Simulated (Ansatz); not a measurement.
This script makes a ladder of basis sets of HSe with Ansatz 0.2.0 through its Python package.

`hse.py`:
```python
"""Basis-set convergence for HSe."""

import ansatz

geometry_ang = [
    ("Se", (-0.61372, 0.2217, -0.31037)),
    ("H", (0.61372, -0.2217, 0.31037)),
]
molecule = ansatz.Crystal.molecule()
for symbol, xyz in geometry_ang:
    molecule = molecule.atom(symbol, xyz)

calc = molecule.calculation().functional("b3lyp").spin("collinear", total=1)

energies = {}
for basis in ["cc-pVDZ", "cc-pVTZ", "cc-pVQZ"]:
    summary = calc.basis(gaussian=basis).run(threads=1, pin="off").report
    size = summary["n_frozen"] + summary["n_occupied"][0] + summary["n_virtual"][0]
    energies[basis] = (summary["reference_energy_ev"] / 27.211386246, summary["free_energy_ev"] / 27.211386246)
    print(f"{basis:14s} {size:4d} orbitals  reference {energies[basis][0]:14.6f} Ha  total {energies[basis][1]:14.6f} Ha")

last = energies["cc-pVQZ"][1]
for basis, (_, total) in energies.items():
    print(f"{basis:14s} lies {27.211386 * (total - last):9.4f} eV above cc-pVQZ")
```

How far does the total energy move along this ladder of basis sets?

Against cc-pVDZ: cc-pVTZ -75.5 mHa and cc-pVQZ -78.8 mHa. The last step alone is -3.30 mHa. From the first set to the last the time grows from 0.6 to 0.9 s.

The output:

Running `python hse.py` prints:
```text
cc-pVDZ          32 orbitals  reference   -2402.122458 Ha  total   -2402.122458 Ha
cc-pVTZ          57 orbitals  reference   -2402.197943 Ha  total   -2402.197943 Ha
cc-pVQZ          98 orbitals  reference   -2402.201244 Ha  total   -2402.201244 Ha
cc-pVDZ        lies    2.1439 eV above cc-pVQZ
cc-pVTZ        lies    0.0898 eV above cc-pVQZ
cc-pVQZ        lies    0.0000 eV above cc-pVQZ
```

Reading the output:
- The drop along the ladder measures the basis error, and is no property of the molecule.
- The geometry is a force-field or estimated start, not a minimum of this method, and the last set is no limit. Much of the fall in a total is atomic energy, which cancels in bond and reaction energies.
- The species is open-shell (spin multiplicity 2).
- b3lyp holds the VWN-RPA fit, as in Gaussian; the form of ORCA and Turbomole is b3lyp5.
- Timing: 2.5 s on 1 thread of Intel(R) Xeon(R) 6975P-C (Granite Rapids), on a shared host, peak memory 0.22 GiB.
